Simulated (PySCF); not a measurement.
# C2H3BFN (SMILES C#CB(N)F) at 4 levels

We compute a comparison of 4 runs (B3LYP/STO-3G, B3LYP/6-31G*, B3LYP/6-311+G**) of C2H3BFN. The job is set up through a Python script.

The calculation is run with PySCF 2.14.0.

**1. The system as given**

C2H3BFN: 8 atoms, total charge 0, spin state singlet. SMILES: `C#CB(N)F`. The coordinates come from a GFN2-xTB relaxation.

Bond lengths: C1–C2 1.202 Å, C2–B3 1.525 Å, B3–N4 1.388 Å, B3–F5 1.340 Å, C1–H6 1.052 Å, N4–H7 1.006 Å, N4–H8 1.003 Å. Angles: C1–C2–B3 179.6°, C2–B3–N4 122.4°, C2–B3–F5 120.0°, N4–B3–F5 117.7°, C2–C1–H6 179.8°, B3–N4–H7 122.2°, B3–N4–H8 123.8°, H7–N4–H8 114.0°.

**2. Energy and forces at B3LYP/STO-3G (run 1)**

Contents of input.py:

```python
# C#CB(N)F
import pyscf.grad
from pyscf import gto, dft

mol = gto.M(
    atom='''
C     -1.464405     3.222493     2.180801
C     -0.354739     1.716457     0.892215
B      1.069131    -0.179505    -0.745969
N      0.199291    -2.621768    -1.146251
F      3.242033     0.490819    -1.857998
H     -2.430963     4.545850     3.304829
H      1.143511    -3.867532    -2.226664
H     -1.403859    -3.306794    -0.400981
''',
    verbose=4,
    basis='sto-3g',
    unit='bohr',
    max_memory=1860,
)

myscf = dft.RKS(mol)
myscf.xc = 'b3lyp'
myscf.conv_tol = 1e-10
myscf.grids.level = 5
myscf.kernel()
if not myscf.converged:
    myscf = myscf.newton().run(myscf.mo_coeff, myscf.mo_occ)

etot = myscf.e_tot
print('E(%s) = %.9f' % ('B3LYP', etot))
grad = myscf.Gradients().kernel()
dip = myscf.dip_moment()
pop, q = myscf.mulliken_pop()
```

The run is started by

```bash
$ OMP_NUM_THREADS=1 python input.py
```

The log of the run:

```text
PySCF version 2.14.0

[... 76 lines left out ...]
converged SCF energy = -254.047195481246
[... 12 lines left out ...]
----------------------------------------------
Dipole moment(X, Y, Z, Debye): -0.62222, -1.73349, -0.28264
 ** Mulliken pop  **
pop of  0 C 1s            1.99273
pop of  0 C 2s            1.12678
pop of  0 C 2px           1.01248
pop of  0 C 2py           1.01704
pop of  0 C 2pz           0.99325
pop of  1 C 1s            1.99258
pop of  1 C 2s            1.18554
pop of  1 C 2px           0.98148
pop of  1 C 2py           1.00016
pop of  1 C 2pz           0.99505
pop of  2 B 1s            1.98718
pop of  2 B 2s            0.76336
pop of  2 B 2px           0.57798
pop of  2 B 2py           0.67037
pop of  2 B 2pz           0.62435
pop of  3 N 1s            1.99352
pop of  3 N 2s            1.47862
pop of  3 N 2px           1.26750
pop of  3 N 2py           1.26252
pop of  3 N 2pz           1.47835
pop of  4 F 1s            1.99857
pop of  4 F 2s            1.93814
pop of  4 F 2px           1.57666
pop of  4 F 2py           1.87512
pop of  4 F 2pz           1.73461
pop of  5 H 1s            0.89042
pop of  6 H 1s            0.79575
pop of  7 H 1s            0.78988
 ** Mulliken atomic charges  **
charge of    0C =     -0.14228
charge of    1C =     -0.15482
charge of    2B =      0.37675
charge of    3N =     -0.48051
charge of    4F =     -0.12309
charge of    5H =      0.10958
charge of    6H =      0.20425
charge of    7H =      0.21012
```

Wall time 12 s (1 thread of Intel Xeon at 2.70GHz, shared host); peak memory 0.35 GiB.

**3. Energy and forces at B3LYP/6-31G(d) (spherical functions) (run 2)**

Contents of job.py:

```python
from pyscf import gto, dft

mol = gto.M(
    atom='''
C   -0.774930   1.705270   1.154030
C   -0.187720   0.908310   0.472140
B    0.565760  -0.094990  -0.394750
N    0.105460  -1.387380  -0.606570
F    1.715610   0.259730  -0.983210
H   -1.286410   2.405560   1.748840
H    0.605120  -2.046610  -1.178300
H   -0.742890  -1.749880  -0.212190
''',
    charge=0,
    basis='6-31g*',
    verbose=4,
    max_memory=1860,
)

myscf = dft.RKS(mol)
myscf.xc = 'b3lyp'
myscf.grids.level = 5
myscf.conv_tol = 1e-10
myscf.kernel()
if not myscf.converged:
    myscf = myscf.newton().run(myscf.mo_coeff, myscf.mo_occ)

etot = myscf.e_tot
print('E = %.10f Eh' % etot)
grad = myscf.nuc_grad_method().kernel()
myscf.analyze()
```

The run is started by

```bash
$ OMP_NUM_THREADS=1 python job.py
```

The log of the run:

```text
PySCF version 2.14.0

[... 94 lines left out ...]
Nuclear Repulsion Energy =             135.993460190136062
[... 9 lines left out ...]
MO #4   energy= -10.1609544492327  occ= 2
[... 7 lines left out ...]
MO #12  energy= -0.483622083563044 occ= 2
[... 7 lines left out ...]
MO #20  energy= 0.0410149464676035 occ= 0
[... 7 lines left out ...]
MO #28  energy= 0.372592247069523  occ= 0
[... 7 lines left out ...]
MO #36  energy= 0.721012441254511  occ= 0
[... 7 lines left out ...]
MO #44  energy= 1.11431160559854   occ= 0
[... 7 lines left out ...]
MO #52  energy= 1.52190673962727   occ= 0
[... 7 lines left out ...]
MO #60  energy= 1.8378024315902    occ= 0
[... 7 lines left out ...]
MO #68  energy= 2.29411718511563   occ= 0
[... 7 lines left out ...]
MO #76  energy= 3.40638630786418   occ= 0
[... 48 lines left out ...]
pop of  3 N 2py           1.33548
pop of  3 N 2pz           1.50105
pop of  3 N 3px           0.00483
pop of  3 N 3py           0.00342
pop of  3 N 3pz           0.00790
pop of  3 N 3dxy          0.00154
pop of  3 N 3dyz          0.00122
pop of  3 N 3dz^2         0.00081
pop of  3 N 3dxz          0.00174
pop of  3 N 3dx2-y2       0.00126
pop of  4 F 1s            1.99997
pop of  4 F 2s            1.77094
pop of  4 F 3s            0.00206
pop of  4 F 2px           1.75805
pop of  4 F 2py           1.90571
pop of  4 F 2pz           1.83685
pop of  4 F 3px           0.00033
pop of  4 F 3py           0.00204
pop of  4 F 3pz           0.00090
pop of  4 F 3dxy          0.00191
pop of  4 F 3dyz          0.00060
pop of  4 F 3dz^2         0.00107
pop of  4 F 3dxz          0.00354
pop of  4 F 3dx2-y2       0.00293
pop of  5 H 1s            0.82611
pop of  5 H 2s            0.01190
pop of  6 H 1s            0.75553
pop of  6 H 2s            0.01382
pop of  7 H 1s            0.75162
pop of  7 H 2s            0.01344
 ** Mulliken atomic charges  **
charge of    0C =     -0.14574
charge of    1C =     -0.12635
charge of    2B =      0.34932
charge of    3N =     -0.41792
charge of    4F =     -0.28690
charge of    5H =      0.16200
charge of    6H =      0.23065
charge of    7H =      0.23495
Dipole moment(X, Y, Z, Debye): -1.56408, -1.66744,  0.33797
```

Run time: 28 s. Hardware: 1 thread of Intel Xeon at 2.70GHz, shared host; peak memory 0.77 GiB.

Run 3 isn't shown in full; the table further down has it.

**4. Energy and gradient at B3LYP/6-311+G(d,p) (run 4)**

Contents of calc.py:

```python
from pyscf import gto, dft

system = gto.M(
    atom='''
C   -0.774930   1.705270   1.154030
C   -0.187720   0.908310   0.472140
B    0.565760  -0.094990  -0.394750
N    0.105460  -1.387380  -0.606570
F    1.715610   0.259730  -0.983210
H   -1.286410   2.405560   1.748840
H    0.605120  -2.046610  -1.178300
H   -0.742890  -1.749880  -0.212190
''',
    max_memory=1860,
    basis='6-311+g**',
    verbose=4,
    spin=0,
)

ks = dft.RKS(system, xc='b3lyp')
ks.conv_tol = 1e-10
ks.grids.level = 5
ks.kernel()
if not ks.converged:
    ks = ks.newton().run(ks.mo_coeff, ks.mo_occ)

e_tot = ks.e_tot
print('E(%s) = %.9f' % ('B3LYP', e_tot))
grad = ks.nuc_grad_method().kernel()
ks.analyze()
```

The run is started by

```bash
$ OMP_NUM_THREADS=1 python calc.py
```

The log of the run:

```text
PySCF version 2.14.0

[... 94 lines left out ...]
Nuclear Repulsion Energy =             135.993460190136062
[... 13 lines left out ...]
MO #8   energy= -0.760759114049421 occ= 2
[... 11 lines left out ...]
MO #20  energy= -0.0110937491028939 occ= 0
[... 11 lines left out ...]
MO #32  energy= 0.13346300708043   occ= 0
[... 11 lines left out ...]
MO #44  energy= 0.339554887640396  occ= 0
[... 11 lines left out ...]
MO #56  energy= 0.647033837546399  occ= 0
[... 11 lines left out ...]
MO #68  energy= 1.12221774188282   occ= 0
[... 11 lines left out ...]
MO #80  energy= 1.51483103945861   occ= 0
[... 11 lines left out ...]
MO #92  energy= 2.12687218864014   occ= 0
[... 11 lines left out ...]
MO #104 energy= 2.81513229861469   occ= 0
[... 11 lines left out ...]
MO #116 energy= 3.99247449685055   occ= 0
[... 11 lines left out ...]
MO #128 energy= 66.7984401926186   occ= 0
[... 100 lines left out ...]
pop of  4 F 3pz           0.00244
pop of  4 F 4px           0.00048
pop of  4 F 4py           0.00081
pop of  4 F 4pz           0.00084
pop of  4 F 5px           0.00039
pop of  4 F 5py           0.00061
pop of  4 F 5pz           0.00066
pop of  4 F 3dxy          0.00071
pop of  4 F 3dyz          0.00024
pop of  4 F 3dz^2         0.00037
pop of  4 F 3dxz          0.00120
pop of  4 F 3dx2-y2       0.00104
pop of  5 H 1s            0.81370
pop of  5 H 2s            0.00863
pop of  5 H 3s            0.00480
pop of  5 H 2px           0.00048
pop of  5 H 2py           0.00067
pop of  5 H 2pz           0.00055
pop of  6 H 1s            0.73876
pop of  6 H 2s            0.00675
pop of  6 H 3s            0.00515
pop of  6 H 2px           0.00065
pop of  6 H 2py           0.00049
pop of  6 H 2pz           0.00130
pop of  7 H 1s            0.73300
pop of  7 H 2s            0.00635
pop of  7 H 3s            0.00514
pop of  7 H 2px           0.00101
pop of  7 H 2py           0.00029
pop of  7 H 2pz           0.00121
 ** Mulliken atomic charges  **
charge of    0C =     -0.15270
charge of    1C =     -0.13132
charge of    2B =      0.39120
charge of    3N =     -0.46378
charge of    4F =     -0.31447
charge of    5H =      0.17117
charge of    6H =      0.24690
charge of    7H =      0.25299
Dipole moment(X, Y, Z, Debye): -1.72932, -1.62003,  0.46083
```

Run time: 66 s. Hardware: 1 thread of Intel Xeon at 2.70GHz, shared host; peak memory 1.4 GiB.

**5. Overview of the runs**

```tsv
run	level	Cartesian functions	energy (Eh)	dipole moment (D)	HOMO energy (eV)	LUMO energy (eV)	wall time
1	B3LYP/STO-3G	no	-254.047195	1.86	-5.14	2.95	12 s
2	B3LYP/6-31G* (spherical functions)	no	-257.502931	2.31	-7.38	-0.14	28 s
3	B3LYP/6-31G* (Cartesian functions)	yes	-257.507297	2.31	-7.38	-0.14	26 s
4	B3LYP/6-311+G**	no	-257.601049	2.41	-7.92	-0.84	66 s
```

**6. Results**

| quantity | value |
| --- | --- |
| run 4: total energy | -257.60105 Eh |
| run 4: dipole moment | 2.41 D |
| run 4: HOMO energy | -7.92 eV |
| run 4: LUMO energy | -0.84 eV |
| run 4: HOMO–LUMO gap | 7.08 eV |
| run 4: largest force on an atom | 0.521 eV/Å |

**Reading.** The dipole moment (its size) runs from 1.86 D (B3LYP/STO-3G) to 2.41 D (B3LYP/6-311+G**). The HOMO–LUMO gap runs from 7.08 eV (B3LYP/6-311+G**) to 8.09 eV (B3LYP/STO-3G). In run 1 the basis is minimal, so the values are rough. All runs together took 2.2 min, the longest 66 s.
